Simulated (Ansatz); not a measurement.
# NaLaMnMoO6 (P2_1) in Ansatz: a series of runs

The runs below take NaLaMnMoO6 through relaxation of cell and atoms, molecular dynamics, with PBE, r2SCAN.

Everything below comes from runs of Ansatz 0.2.0. Logs are shortened: lines on timing, memory, paths and dates and some standing lists are left out, and cuts for length are marked.

## Step 1: The crystal as given

It takes space group P2_1 (No. 4, monoclinic). Conventional cell: a = 5.557 Å, b = 5.598 Å, c = 8.025 Å, α = 90.00°, β = 90.44°, γ = 90.00°. Na (site symmetry 1) has 4 O at 2.36 to 2.63 Å as nearest neighbours. Around La (site symmetry 1) lie 8 O at 2.40 to 2.69 Å. Mn (site symmetry 1) is surrounded by 6 O at 2.07 to 2.20 Å. Around Mo (site symmetry 1) lie 5 O at 1.83 to 2.03 Å. O (site symmetry 1) has 1 Mo at 1.83 Å and 1 Mn at 2.08 Å as nearest neighbours. O (site symmetry 1) is surrounded by 1 Mo at 1.87 Å. O (site symmetry 1) has 1 Mo at 1.91 Å and 1 Mn at 2.08 Å as nearest neighbours. O (site symmetry 1) is surrounded by 1 Mo at 2.03 Å and 1 Mn at 2.07 Å.

The cell was built by a generator and needn't be a form met in nature.

## Step 2: Relaxation of cell and atoms, PBE, collinear spin, ferromagnetic start, target pressure 10 GPa, at which the enthalpy is minimised

input.yaml reads:

```yaml
crystal:
  lattice:
    - [5.55735, 0.0, 0.00053]
    - [0.0, 5.59794, 0.0]
    - [-0.0629, 0.0, 8.02462]
  atoms:
    - { symbol: Na, position: [0.75008, 0.51572, 0.49924] }
    - { symbol: Na, position: [0.24992, 0.01572, 0.50076] }
    - { symbol: La, position: [0.25715, 0.95896, 0.99937] }
    - { symbol: La, position: [0.74285, 0.45896, 0.00063] }
    - { symbol: Mn, position: [0.24767, 0.48762, 0.25607], spin: 4.0 }
    - { symbol: Mn, position: [0.75233, 0.98762, 0.74393], spin: 4.0 }
    - { symbol: Mo, position: [0.75559, 0.99666, 0.2709], spin: 1.0 }
    - { symbol: Mo, position: [0.24441, 0.49666, 0.7291], spin: 1.0 }
    - { symbol: O, position: [0.67335, 0.9783, 0.49061] }
    - { symbol: O, position: [0.03402, 0.81017, 0.27726] }
    - { symbol: O, position: [0.93353, 0.2891, 0.28026] }
    - { symbol: O, position: [0.47817, 0.20966, 0.19922] }
    - { symbol: O, position: [0.54435, 0.73563, 0.20079] }
    - { symbol: O, position: [0.82956, 0.01818, 0.00392] }
    - { symbol: O, position: [0.32665, 0.4783, 0.50939] }
    - { symbol: O, position: [0.96598, 0.31017, 0.72274] }
    - { symbol: O, position: [0.06647, 0.7891, 0.71974] }
    - { symbol: O, position: [0.52183, 0.70966, 0.80078] }
    - { symbol: O, position: [0.45565, 0.23563, 0.79921] }
    - { symbol: O, position: [0.17044, 0.51818, 0.99608] }
hamiltonian:
  xc: pbe
  pseudopotentials: { kind: paw }
magnetization:
  spin_polarized: true
kpoints:
  mp_grid: { grid: [4, 4, 3] }
scf:
  occupations: { method: fermi_dirac, width: 0.05 }
output:
  forces: true
  stress: true
  eigenvalues: true
  write_density: true
  write_potential: true
  elf: true
  volumetric_format: npy
relax:
  f_tol: 0.01
  max_steps: 40
  cell: { stress_tol: 0.05, p_target: 10.0 }
```

Potentials or basis: Ansatz PAW.

Started as:

```bash
$ ansatz run input.yaml --threads 8 --pin off --max-ram 20480MiB --backend cpu --events-out ev --progress --plain --runs-dir out
```

What it wrote:

```text
Warning: RAYON_NUM_THREADS=8 ignored (pool sized by the plan → 8); use --threads N
Engine: ansatz 0.2.0, aarch64-unknown-linux-gnu
Pseudopotentials: kind: paw
Pseudopotential: Na, paw, valence charge 9, recommended cutoff 420 eV (normal), Na.paw.azcp
Pseudopotential: La, paw, valence charge 11, recommended cutoff 420 eV (normal), La.paw.azcp
Pseudopotential: Mn, paw, valence charge 15, recommended cutoff 420 eV (normal), Mn.paw.azcp
Pseudopotential: Mo, paw, valence charge 14, recommended cutoff 420 eV (normal), Mo.paw.azcp
Pseudopotential: O, paw, valence charge 6, recommended cutoff 420 eV (normal), O.paw.azcp
Functional definition: PBE
  parameter kappa = 0.804
  parameter beta = 0.06672455060314922
  exchange = pbe_x(kappa = kappa, mu = beta*pi^2/3)
  correlation = pbe_c(beta = beta)
Crystal: 20 atoms, lattice volume = 249.644 Å³
Basis set: ecut = 420 eV, 4887 PW (Γ), exchange–correlation on 80×80×108 points (8 copies of the dense FFT grid, shifted against one another)
Bands: 110, of which v1, the nominal top of the filled ones, is band 85 counted from 1 (84 counted from 0)
Symmetry: 2 space group operations
Space group: P21 (ITA 4), of the structure as read, at distance tolerance 6.3e-5 Å
Magnetic group: BNS 4.7 (UNI 14), of the structure as read, at distance tolerance 6.3e-5 Å
k-points: 21 of 48 (time reversal used)
Non-local potential: Na, projectors of the file, l = 0: 3, l = 1: 2, l = 2: 1
Non-local potential: La, projectors of the file, l = 0: 3, l = 1: 2, l = 2: 2, l = 3: 3
Non-local potential: Mn, projectors of the file, l = 0: 3, l = 1: 2, l = 2: 3, l = 3: 1
Non-local potential: Mo, projectors of the file, l = 0: 3, l = 1: 2, l = 2: 2, l = 3: 1
Non-local potential: O, projectors of the file, l = 0: 2, l = 1: 2, l = 2: 1
PAW form: soft (Blöchl's): semilocal exchange-correlation on the pseudo side does not see the compensation charge
PAW one-centre angular grid: Na, 110 points (default); XC on 64 Gauss nodes
PAW one-centre angular grid: La, 590 points (default); XC on 64 Gauss nodes
PAW one-centre angular grid: Mn, 590 points (default); XC on 64 Gauss nodes
PAW one-centre angular grid: Mo, 590 points (default); XC on 64 Gauss nodes
PAW one-centre angular grid: O, 110 points (default); XC on 64 Gauss nodes
[... 595 lines left out ...]
  E_aug_tail   = 0.029483  (compensation charges beyond the density's cutoff)
  E_ewald      = -13739.844054
  E_smearing   = -0.043359  (= −TS)
  E_closure    = -0.000000  (closes the sum)
  Σ components = -40007.359861   (vs F -40007.359861, Δ=0.00e0)
--- Forces (eV/Å), atoms counted from 1 ---
  atom   1  Na     0.00295999     0.00001450    -0.00015730
  atom   2  Na    -0.00295999     0.00001450     0.00015730
  atom   3  La    -0.00016552     0.00048837    -0.00020420
  atom   4  La     0.00016552     0.00048837     0.00020420
  atom   5  Mn    -0.00144317    -0.00041955     0.00237011
  atom   6  Mn     0.00144317    -0.00041955    -0.00237011
[... 12 lines left out ...]
  atom  19  O      0.00048384    -0.00092408    -0.00101013
  atom  20  O      0.00002371     0.00071038    -0.00016943
  max |Σ_I F_I| component: 6.63e-5 eV/Å
--- Stress (GPa, compression-positive) ---
       10.022166       0.000000      -0.006035
        0.000000      10.010273       0.000000
       -0.006035       0.000000      10.003474
  P = ⅓ Tr σ = 10.0120 GPa (100.120 kbar)
--- Band table (eV; the first three rows and the last of 42) ---
  k-point 0 ↑: bands = ["-68.2185", "-68.2185", "-49.4151", "-49.4151", "-38.7859", "-38.7848", "-36.9903", "-36.9903", "-36.9664", "-36.9663", "-36.9404", "-36.9403", "-23.6778", "-23.6751", "-23.5754", "-23.5745", "-23.5685", "-23.5677", "-19.1525", "-18.9809", "-10.7424", "-10.7279", "-10.7260", "-10.7215", "-10.7014", "-10.6975", "-7.2694", "-7.0564", "-6.5242", "-6.5116", "-6.3527", "-6.0351", "-5.9909", "-5.8851", "-5.7598", "-5.6809", "-5.6795", "-5.6110", "-3.0094", "-2.7859", "-2.6594", "-2.6058", "-2.3754", "-2.0983", "4.9753", "5.3556", "5.5604", "5.6624", "5.6736", "5.7101", "5.8618", "6.3505", "6.3788", "6.6704", "7.4009", "7.4023", "7.4554", "7.4619", "7.6195", "7.6890", "7.7112", "7.7508", "7.8307", "8.0577", "8.1037", "8.6810", "9.0976", "9.1322", "9.2798", "9.3040", "9.3241", "9.7290", "9.7744", "10.0420", "10.0981", "10.2161", "10.2885", "10.2901", "10.3570", "10.4648", "10.8500", "10.9483", "11.0741", "11.2089", "12.0550", "12.1580", "13.3484", "13.4517", "13.5043", "14.0903", "14.3032", "14.4989", "14.5860", "14.7293", "14.7706", "14.8421", "15.7352", "15.7727", "15.8690", "15.8942", "15.9120", "15.9202", "15.9556", "16.0005", "16.0917", "16.0935", "16.1047", "16.1322", "16.2305", "16.2315"]
  k-point 1 ↑: bands = ["-68.2185", "-68.2185", "-49.4151", "-49.4151", "-38.7859", "-38.7848", "-36.9903", "-36.9903", "-36.9664", "-36.9663", "-36.9404", "-36.9403", "-23.6775", "-23.6755", "-23.5752", "-23.5747", "-23.5683", "-23.5679", "-19.1524", "-18.9809", "-10.7410", "-10.7278", "-10.7259", "-10.7212", "-10.7014", "-10.6975", "-7.3500", "-6.8769", "-6.5189", "-6.4112", "-6.3318", "-6.1178", "-6.0482", "-5.9165", "-5.8642", "-5.6978", "-5.6518", "-5.6193", "-3.0117", "-2.7856", "-2.6623", "-2.6007", "-2.3694", "-2.1069", "5.2127", "5.4317", "5.6762", "5.6945", "5.7618", "6.0003", "6.0939", "6.2671", "6.2808", "6.5696", "7.1389", "7.3068", "7.3925", "7.4649", "7.5420", "7.6399", "7.7059", "7.7533", "7.9224", "7.9597", "8.2650", "8.4205", "8.8890", "9.0013", "9.1193", "9.3301", "9.4863", "9.5282", "9.6941", "9.7737", "9.9243", "10.1174", "10.1725", "10.2400", "10.4514", "10.4829", "10.8673", "10.9262", "11.4685", "11.5358", "12.0372", "12.1004", "13.4389", "13.4713", "13.8798", "14.2978", "14.4592", "14.4813", "14.5877", "14.6985", "14.7244", "14.7872", "15.7339", "15.7704", "15.8826", "15.8926", "15.9248", "15.9310", "15.9632", "16.0001", "16.0764", "16.0940", "16.1071", "16.1321", "16.2268", "16.2321"]
  k-point 2 ↑: bands = ["-68.2185", "-68.2185", "-49.4151", "-49.4151", "-38.7857", "-38.7849", "-36.9903", "-36.9903", "-36.9664", "-36.9664", "-36.9404", "-36.9403", "-23.6772", "-23.6753", "-23.5752", "-23.5746", "-23.5692", "-23.5686", "-19.1257", "-19.0042", "-10.7385", "-10.7272", "-10.7245", "-10.7221", "-10.7074", "-10.7013", "-7.0961", "-7.0426", "-6.7654", "-6.4811", "-6.2979", "-6.1411", "-5.9423", "-5.9300", "-5.8407", "-5.7504", "-5.7235", "-5.6376", "-2.8117", "-2.6234", "-2.6155", "-2.4626", "-2.3352", "-2.1908", "5.1174", "5.4009", "5.8639", "5.8804", "5.8862", "5.9149", "6.0855", "6.4081", "6.4255", "6.6561", "6.7888", "7.1226", "7.1836", "7.3146", "7.4383", "7.4519", "7.6806", "7.6909", "7.8092", "8.5175", "8.6181", "8.6819", "8.7999", "8.9989", "9.0524", "9.0806", "9.1649", "9.3115", "9.4859", "9.5063", "9.7960", "9.8390", "9.9876", "10.1720", "10.2608", "10.2965", "11.2613", "11.3410", "11.4429", "11.4889", "12.0015", "12.0776", "13.5059", "13.8521", "13.9899", "14.0018", "14.3350", "14.3988", "14.4538", "14.7351", "14.8797", "15.0139", "15.7829", "15.8102", "15.8516", "15.8641", "15.8758", "15.8870", "15.9612", "15.9920", "16.0601", "16.1008", "16.1180", "16.1321", "16.1581", "16.2182"]
  k-point 20 ↓: bands = ["-65.9834", "-65.9834", "-49.9156", "-49.9156", "-38.7847", "-38.7847", "-34.8018", "-34.8018", "-34.7906", "-34.7906", "-34.7839", "-34.7839", "-24.1889", "-24.1889", "-24.1309", "-24.1309", "-24.1208", "-24.1208", "-19.0634", "-19.0634", "-10.7408", "-10.7408", "-10.7273", "-10.7273", "-10.6957", "-10.6957", "-7.3831", "-7.3831", "-6.5352", "-6.5352", "-6.1271", "-6.1271", "-5.9637", "-5.9637", "-5.7567", "-5.7567", "-5.6087", "-5.6087", "-2.6464", "-2.6464", "-2.3635", "-2.3635", "-1.8961", "-1.8961", "5.1177", "5.1177", "5.8196", "5.8196", "5.9106", "5.9106", "6.1987", "6.1987", "6.6206", "6.6206", "7.1977", "7.1977", "7.2767", "7.2767", "7.3807", "7.3807", "8.0614", "8.0614", "8.2278", "8.2278", "8.3578", "8.3578", "8.5230", "8.5230", "8.9778", "8.9778", "9.2457", "9.2457", "9.4456", "9.4456", "9.5225", "9.5225", "9.6952", "9.6952", "10.2843", "10.2843", "12.7885", "12.7885", "13.7854", "13.7854", "13.8667", "13.8667", "14.0858", "14.0858", "14.1540", "14.1540", "14.4383", "14.4383", "15.1120", "15.1120", "15.3439", "15.3439", "15.6839", "15.6839", "15.8789", "15.8789", "15.9337", "15.9337", "15.9608", "15.9608", "16.0345", "16.0345", "16.0977", "16.0977", "16.1412", "16.1412"]
--- Relaxed structure (25 steps of the walk, 22 accepted, 3 SCFs on fresh bases) ---
  F+E_penalty+E_count = -40007.35986132 eV   max|allowed force component| = 2.960e-3 eV/Å   (the final SCF, on the basis selected at the relaxed cell)
  cell:  # Å, volume = 220.2510 Å³
    - [5.394468936993348, -3.971637305647933e-18, 0.01841666428976718]
    - [-4.006944191964335e-18, 5.3735460830621715, 6.604521968715838e-17]
    - [-0.03518805239523977, 9.472052712169824e-17, 7.598036669350383]
  atoms:
    - { symbol: Na, position: [0.7568150850988905, 0.5092412516501776, 0.5002585849109373] }
    - { symbol: Na, position: [0.24318491490110952, 0.009241251650177877, 0.4997414150890626] }
    - { symbol: La, position: [0.25082722628407256, 0.9885310855284731, 1.0005919603882183] }
    - { symbol: La, position: [0.7491727737159273, 0.4885310855284733, -0.0005919603882185423] }
    - { symbol: Mn, position: [0.24934796241810442, 0.49975740862783335, 0.2551220396952098] }
    - { symbol: Mn, position: [0.7506520375818957, 0.9997574086278325, 0.7448779603047898] }
    - { symbol: Mo, position: [0.7528043764261143, 0.9996423280291821, 0.26938544007950055] }
    - { symbol: Mo, position: [0.24719562357388564, 0.4996423280291826, 0.7306145599204993] }
    - { symbol: O, position: [0.6920734564811172, 0.9952873974759994, 0.5079570066234504] }
    - { symbol: O, position: [0.020371760395499584, 0.7625845673371507, 0.27454310273077287] }
    - { symbol: O, position: [0.9871111668753474, 0.27007971547409154, 0.27437741093220547] }
    - { symbol: O, position: [0.48444421682150374, 0.23882165662140864, 0.21358038189046435] }
    - { symbol: O, position: [0.5114370304930511, 0.7338082928189977, 0.2135712894991033] }
    - { symbol: O, position: [0.8049551778485359, 0.0022462964366840644, -0.0008482500781299906] }
    - { symbol: O, position: [0.3079265435188828, 0.4952873974759994, 0.4920429933765492] }
    - { symbol: O, position: [0.9796282396045004, 0.2625845673371506, 0.7254568972692269] }
    - { symbol: O, position: [0.012888833124652277, 0.7700797154740912, 0.7256225890677944] }
    - { symbol: O, position: [0.5155557831784963, 0.7388216566214084, 0.7864196181095354] }
    - { symbol: O, position: [0.48856296950694894, 0.23380829281899823, 0.7864287105008966] }
    - { symbol: O, position: [0.19504482215146413, 0.502246296436684, 1.0008482500781295] }
```

Run time: 13 min. Hardware: 8 threads of Arm Neoverse V2, shared host; peak memory 2.1 GiB.

What came out:

| Item | Value |
| --- | --- |
| Free energy | -40007.3599 eV |
| Relaxed volume | 11.01 Å³/atom |
| Relaxed cell | a = 5.395 Å, b = 5.374 Å, c = 7.598 Å, α = 90.00°, β = 90.07°, γ = 90.00° |
| Space group after relaxing (to 0.05 Å) | P2_1 (No. 4) |
| Energy change on relaxing (the enthalpy is what falls) | +40.0 meV/atom |
| Ionic steps | 25 |
| Pressure after relaxing | 10.0 GPa |
| Band gap on the k mesh | none (metal or under the smearing width) |
| Net moment | 2.70 μB per cell |
| Absolute moment | 6.12 μB per cell |
| Site moments | Na +0.00; La -0.01; Mn +1.73; Mo -0.39; O +0.04, +0.02, +0.00, -0.00 μB |

Forces in eV/Å, atoms in the order of the input:
```
Na   0.003  0.000  0.000
Na  -0.003  0.000  0.000
La   0.000  0.000  0.000
La   0.000  0.000  0.000
Mn  -0.001  0.000  0.002
Mn   0.001  0.000 -0.002
Mo   0.001 -0.001  0.002
Mo  -0.001 -0.001 -0.002
O   -0.001  0.000  0.001
O    0.000  0.000 -0.001
O    0.000  0.000  0.000
O    0.000  0.001  0.002
O    0.000 -0.001  0.001
O    0.000  0.001  0.000
O    0.001  0.000 -0.001
O    0.000  0.000  0.001
O    0.000  0.000  0.000
O    0.000  0.001 -0.002
O    0.000 -0.001 -0.001
O    0.000  0.001  0.000
```

The path:
```
step  energy change (eV)  largest force (eV/Å)  volume (Å³)
   1              0.0000                0.0168       249.64
   2              0.6498                0.6710       231.52
   3              0.3825                0.3444       233.34
   4              0.4194                0.2219       232.05
   5              0.5053                0.3055       230.30
   6              0.5234                0.2196       229.86
   7              0.5495                0.0880       229.34
   8              0.5402                0.0493       229.46
   9              0.5429                0.0165       229.41
  10              0.5434                0.0099       229.40
  11              0.5905                0.0106       229.40
  12              0.6467                0.0423       228.42
  13              0.6498                0.0308       228.36
  14              0.6729                0.0265       227.95
  15              0.7089                0.0855       227.27
  16              0.7577                0.4517       224.10
  17              0.7881                0.2880       220.63
  18              0.8218                0.2032       219.69
  19              0.7637                0.1056       220.41
  20              0.7624                0.0298       220.41
  21              0.7616                0.0078       220.42
  22              0.7901                0.0077       220.42
  23              0.7977                0.0130       220.29
  24              0.7996                0.0030       220.25
  25              0.8002                0.0030       220.25
```

Final structure:
```
Na La Mn Mo O
1.0
     5.39447    0.00000    0.01842
     0.00000    5.37355    0.00000
    -0.03519    0.00000    7.59804
Na La Mn Mo O
2 2 2 2 12
Direct
  0.75682 0.50924 0.50026
  0.24318 0.00924 0.49974
  0.25083 0.98853 0.00059
  0.74917 0.48853 0.99941
  0.24935 0.49976 0.25512
  0.75065 0.99976 0.74488
  0.75280 0.99964 0.26939
  0.24720 0.49964 0.73061
  0.69207 0.99529 0.50796
  0.02037 0.76258 0.27454
  0.98711 0.27008 0.27438
  0.48444 0.23882 0.21358
  0.51144 0.73381 0.21357
  0.80496 0.00225 0.99915
  0.30793 0.49529 0.49204
  0.97963 0.26258 0.72546
  0.01289 0.77008 0.72562
  0.51556 0.73882 0.78642
  0.48856 0.23381 0.78643
  0.19504 0.50225 0.00085
```

Caveat: the plane-wave basis is chosen anew once the cell has moved, so the energies of steps on either side of that aren't comparable; the pressure holds a Pulay correction of +0.6 GPa for the finite cutoff; semilocal functionals often make such compounds metallic where correlation or magnetic order opens a gap, which also shifts bond lengths; only a ferromagnetic start was run, and an antiferromagnetic order may lie lower in energy; the starting moments weren't kept. With open d or f shells a metallic result of PBE can be an artefact of self-interaction; +U or a hybrid may open a gap.

[end of part 1 of 2]
